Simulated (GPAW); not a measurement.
# AlHBr (SMILES [AlH][Br]) at 3 levels

Wanted: a comparison of 3 runs (UPBE/real-space grid, UTPSS-D3(BJ)/real-space grid, UPBE/dzp) of AlHBr. 

The results are computed with GPAW 26.7.0.

5 further runs of the same task are left out: 4 that didn't finish, 1 set aside as unsound or not needed.

## 1. The structure to begin with

AlHBr has 3 atoms, charge 0, and is taken as a doublet. As SMILES, `[AlH][Br]`. The coordinates come from a PBE0-D4/def2-TZVP relaxation.

Bond lengths: Al1–Br2 2.275 Å, Al1–H3 1.602 Å. Angles: Br2–Al1–H3 115.7°.

## 2. The charge distribution at UPBE/real-space grid (scalar-relativistic datasets) (run 1)

albrh.xyz

```xyz
3

Al    -0.296700    -0.628000    -0.239100
Br     1.584500     0.008600     0.871100
H     -1.298900     0.554600    -0.645300
```

albrh.py

```python
import numpy as np
from ase.io import read
from ase.units import Debye
from gpaw import GPAW

# Set up the molecule
system = read("albrh.xyz")
system.center(vacuum=4.5)
system.set_initial_magnetic_moments([0.5, 0.5, 0.0])

# GPAW settings
calc = GPAW(mode="fd",
            occupations={"name": "fermi-dirac", "width": 0.0, "fixmagmom": True},
            maxiter=150,
            xc="PBE",
            symmetry="off",
            h=0.18,
            txt="-")
system.calc = calc

energy = system.get_potential_energy()
print(f"Energy = {energy:.5f} eV")
forces = system.get_forces()
print("Forces (eV/Ang)")
for symbol, f in zip(system.symbols, forces):
    print(f'{symbol:2} {f[0]:9.4f} {f[1]:9.4f} {f[2]:9.4f}')
dipole = system.get_dipole_moment() / Debye
print(f"Dipole = {np.linalg.norm(dipole):.3f} D")
print("Moments:", system.get_magnetic_moments().round(3))
```

Launch:

```console
$ python albrh.py
```

What it wrote:

```text
[...]
Number of symmetries: 1
[...]
  Number of IBZ points: 1
[...]
Spin-components: 2 (collinear spins)
Bands:           9
[...]
  Valence electrons: 11.0
[...]
  Grid points: [68 56 60]
  Charge: 0.0  # |e|
[...]
    cutoffs:
[...]
occupation numbers:
  Fixed magnetic moment: 1.000
[...]
xc functional:
  name: PBE with 2 nearest neighbor stencil
[...]
|iter     |     time |      energy | eigst |  dens |  magmom |
[...]
|iter:   1| 00:00:03 |   -8.298230 | +0.67 |       |  +0.9776|
[...]
|iter:  14| 00:00:26 |   -7.950388c| -7.40c| -5.44c|  +1.0000|
Converged in 14 steps
[...]
Energy contributions relative to reference atoms: (reference = -77518.161156)
Energy contributions:
  Kinetic:          11.520459
  Coulomb:         -11.227576
  Zero:             -0.002149
  External:          0.000000
  Xc:               -8.241122
  Entropy:           0.000000
  Spinorbit:         0.000000
  ----------------------------
  Free energy:      -7.950388
  Extrapolated:     -7.950388
dipole moment: (-0.220621, -0.149581, -0.140276)  # |e|*Ang
Total magnetic moment: (0.000000, 0.000000, 1.000000)
Local magnetic moments
|        x |        y |        z |
|----------|----------|----------|
| 0.000000 | 0.000000 | 0.202572 |  # Al   0
| 0.000000 | 0.000000 | 0.058888 |  # Br   1
| 0.000000 | 0.000000 | 0.050813 |  # H    2
Fermi levels: -3.199, -4.319
Eigenvalues  # (at kpt = [0.000, 0.000, 0.000])
| band index |      eig [eV] | occ [0-1] |      eig [eV] | occ [0-1] |
|------------|---------------|-----------|---------------|-----------|
|          0 |       -19.773 |     1.000 |       -19.701 |     1.000 |
|          1 |       -10.429 |     1.000 |       -10.098 |     1.000 |
|          2 |        -8.362 |     1.000 |        -8.079 |     1.000 |
|          3 |        -7.546 |     1.000 |        -7.511 |     1.000 |
|          4 |        -7.439 |     1.000 |        -7.309 |     1.000 |
|          5 |        -5.065 |     1.000 |        -3.573 |     0.000 |
|          6 |        -2.825 |     0.000 |        -2.214 |     0.000 |
|          7 |        -0.867 |     0.000 |        -0.537 |     0.000 |
|          8 |         0.275 |     0.000 |         0.641 |     0.000 |
Gap: 0.748 eV
Transition (v -> c):
[...]
Forces (eV/Ang)
Al   -0.0695   -0.1831   -0.0613
Br    0.1692    0.0643    0.0972
H    -0.0999    0.1275   -0.0429
Dipole = 1.447 D
Moments: [0.203 0.059 0.051]
```

It took 26 s on 1 thread of Intel Xeon 6975P-C (Granite Rapids), shared host; peak memory 0.75 GiB.

## 3. Energy and one-electron properties at UTPSS-D3(BJ)/real-space grid (scalar-relativistic datasets) (run 2)

run.sdf

```

     RDKit          3D

  3  2  0  0  0  0  0  0  0  0999 V2000
   -0.2967   -0.6280   -0.2391 Al  0  0  0  0  0  2  0  0  0  0  0  0
    1.5845    0.0086    0.8711 Br  0  0  0  0  0  0  0  0  0  0  0  0
   -1.2989    0.5546   -0.6453 H   0  0  0  0  0  0  0  0  0  0  0  0
  2  1  1  0
  3  1  1  0
M  RAD  1   1   2
M  END
$$$$
```

sp.py

```python
from ase.calculators.mixing import SumCalculator
from ase.io import read
from dftd3.ase import DFTD3
from gpaw import GPAW

# Structure
system = read('run.sdf')
system.center(vacuum=5.0)
system.set_initial_magnetic_moments([0.5, 0.5, 0.0])

# Calculator
calculator = GPAW(mode='fd',
                  h=0.18,
                  xc='TPSS',
                  occupations={'name': 'fermi-dirac', 'width': 0.05, 'fixmagmom': True},
                  mixer={'name': 'pulay', 'beta': 0.1, 'nmaxold': 5, 'weight': 1.0},
                  maxiter=60,
                  symmetry='off',
                  txt='run.txt')
system.calc = SumCalculator([DFTD3(method='TPSS', damping='d3bj'), calculator])

energy = system.get_potential_energy()
print(f'Energy: {energy:.5f} eV')
```

Launch:

```console
$ python sp.py > sp.log
```

What it wrote:

```text
Energy: -20.07554 eV
```

run.txt (excerpt; [...] marks lines left out):

```text
[...]
Converged in 24 steps
[...]
dipole moment: (-0.219842, -0.149863, -0.139759)  # |e|*Ang
Total magnetic moment: (0.000000, 0.000000, 1.000000)
Local magnetic moments
|        x |        y |        z |
|----------|----------|----------|
| 0.000000 | 0.000000 | 0.209471 |  # Al   0
| 0.000000 | 0.000000 | 0.057155 |  # Br   1
| 0.000000 | 0.000000 | 0.051109 |  # H    2
Fermi levels: -3.985, -5.951
Eigenvalues  # (at kpt = [0.000, 0.000, 0.000])
| band index |      eig [eV] | occ [0-1] |      eig [eV] | occ [0-1] |
|------------|---------------|-----------|---------------|-----------|
|          0 |       -20.036 |     1.000 |       -19.959 |     1.000 |
|          1 |       -10.607 |     1.000 |       -10.204 |     1.000 |
|          2 |        -8.549 |     1.000 |        -8.228 |     1.000 |
[... 5 lines of this table left out ...]
|          8 |         0.261 |     0.000 |         0.382 |     0.000 |
Gap: 1.616 eV
Transition (v -> c):
[...]
timing:  # [seconds]
  Total: 127.826  # ━━━━━━━━━━━━━━━━━━━━━━━━━━━━━━━━━━━━━━━━━━━━━━━━━━━━━━━━━
  Init:    5.243  # ━━╸
  SCF:   118.792  # ━━━━━━━━━━━━━━━━━━━━━━━━━━━━━━━━━━━━━━━━━━━━━━━━━━━━━
Max RSS: 1000.281  # MiB
```

Run time: 2.1 min. Hardware: 1 thread of Intel Xeon 6975P-C (Granite Rapids), shared host; peak memory 0.96 GiB.

## 4. Energy and one-electron properties at UPBE/dzp (scalar-relativistic datasets) (run 3)

run.py

```python
import numpy as np
from ase import Atoms
from ase.units import Debye
from gpaw import GPAW

atoms = Atoms(['Al', 'Br', 'H'],
    positions=[[ -0.296700,  -0.628000,  -0.239100],
               [  1.584500,   0.008600,   0.871100],
               [ -1.298900,   0.554600,  -0.645300]])
atoms.center(vacuum=4.5)
atoms.set_initial_magnetic_moments([0.5, 0.5, 0.0])

calc = GPAW(mode='lcao',
            basis='dzp',
            h=0.18,
            xc='PBE',
            occupations={'name': 'fermi-dirac', 'width': 0.0, 'fixmagmom': True},
            maxiter=150,
            symmetry='off',
            txt='-')
atoms.calc = calc

energy = atoms.get_potential_energy()
print(f'Energy                  {energy:.5f} eV')
forces = atoms.get_forces()
print('Forces (eV/Ang)')
for symbol, f in zip(atoms.symbols, forces):
    print(f'{symbol:2} {f[0]:9.4f} {f[1]:9.4f} {f[2]:9.4f}')
dipole = atoms.get_dipole_moment() / Debye
print(f'Dipole = {np.linalg.norm(dipole):.3f} D')
print('Moments:', atoms.get_magnetic_moments().round(3))
```

Launch:

```console
$ python3 -u run.py | tee run.out
```

What it wrote:

```text
[...]
Number of symmetries: 1
[...]
  Number of IBZ points: 1
[...]
basis functions: 31
Spin-components: 2 (collinear spins)
Bands:           9
[...]
  Valence electrons: 11.0
[...]
  Grid points: [68 56 60]
  Charge: 0.0  # |e|
[...]
    cutoffs:
[...]
occupation numbers:
  Fixed magnetic moment: 1.000
[...]
xc functional:
  name: PBE with 2 nearest neighbor stencil
[...]
|iter     |     time |      energy | eigst |  dens |  magmom |
[...]
|iter:   1| 00:00:05 |   -7.586202 |      c|       |  +0.9989|
[...]
|iter:  10| 00:00:13 |   -7.331548c|      c| -4.35c|  +1.0000|
Converged in 10 steps
[...]
Energy contributions relative to reference atoms: (reference = -77518.161156)
Energy contributions:
  Kinetic:          14.686956
  Coulomb:         -13.207300
  Zero:             -0.001874
  External:          0.000000
  Xc:               -8.809330
  Entropy:           0.000000
  Spinorbit:         0.000000
  ----------------------------
  Free energy:      -7.331548
  Extrapolated:     -7.331548
dipole moment: (-0.159944, -0.124465, -0.103722)  # |e|*Ang
Total magnetic moment: (0.000000, 0.000000, 0.999997)
Local magnetic moments
|        x |        y |        z |
|----------|----------|----------|
| 0.000000 | 0.000000 | 0.202670 |  # Al   0
| 0.000000 | 0.000000 | 0.064311 |  # Br   1
| 0.000000 | 0.000000 | 0.050028 |  # H    2
Fermi levels: -2.951, -4.052
Eigenvalues  # (at kpt = [0.000, 0.000, 0.000])
| band index |      eig [eV] | occ [0-1] |      eig [eV] | occ [0-1] |
|------------|---------------|-----------|---------------|-----------|
|          0 |       -19.459 |     1.000 |       -19.380 |     1.000 |
|          1 |       -10.230 |     1.000 |        -9.894 |     1.000 |
|          2 |        -8.108 |     1.000 |        -7.824 |     1.000 |
|          3 |        -7.215 |     1.000 |        -7.172 |     1.000 |
|          4 |        -7.098 |     1.000 |        -6.955 |     1.000 |
|          5 |        -4.803 |     1.000 |        -3.301 |     0.000 |
|          6 |        -2.600 |     0.000 |        -1.984 |     0.000 |
|          7 |        -0.187 |     0.000 |         0.225 |     0.000 |
|          8 |         1.386 |     0.000 |         2.112 |     0.000 |
Gap: 0.700 eV
Transition (v -> c):
[...]
Forces (eV/Ang)
Al   -0.1779   -0.2738   -0.1315
Br    0.3204    0.1084    0.1840
H    -0.1407    0.1699   -0.0605
Dipole = 1.094 D
Moments: [0.203 0.064 0.05 ]
```

Wall time 14 s (1 thread of Intel Xeon 6975P-C (Granite Rapids), shared host); peak memory 0.84 GiB.

## 5. All runs side by side

| run | level | vacuum round the molecule | iteration cap | energy (Eh) | dipole moment (D) | HOMO energy (eV) | LUMO energy (eV) | wall time |
| --- | --- | --- | --- | --- | --- | --- | --- | --- |
| 1 | UPBE/real-space grid (scalar-relativistic datasets) | 4.5 | 150 | -2849.032050 | 1.45 | -5.07 | -3.57 | 26 s |
| 2 | UTPSS-D3(BJ)/real-space grid (scalar-relativistic datasets) | 5 | 60 | -2849.477641 | 1.44 | -5.26 | -3.64 | 2.1 min |
| 3 | UPBE/dzp (scalar-relativistic datasets) | 4.5 | 150 | -2849.009308 | 1.09 | -4.80 | -3.30 | 14 s |

## 6. Outcome

| quantity | value |
| --- | --- |
| run 3: energy as printed (from the program's reference atoms) | -7.3315 eV |
| run 3: dipole moment | 1.09 D |
| run 3: HOMO energy (highest over α and β) | -4.80 eV |
| run 3: LUMO energy (lowest over α and β) | -3.30 eV |
| run 3: largest force on an atom | 0.385 eV/Å |

The dipole moment (its size) runs from 1.09 D (UPBE/dzp) to 1.45 D (UPBE/real-space grid). Totals of different functionals can't be ranked against each other. All runs together took 2.7 min, the longest 2.1 min.
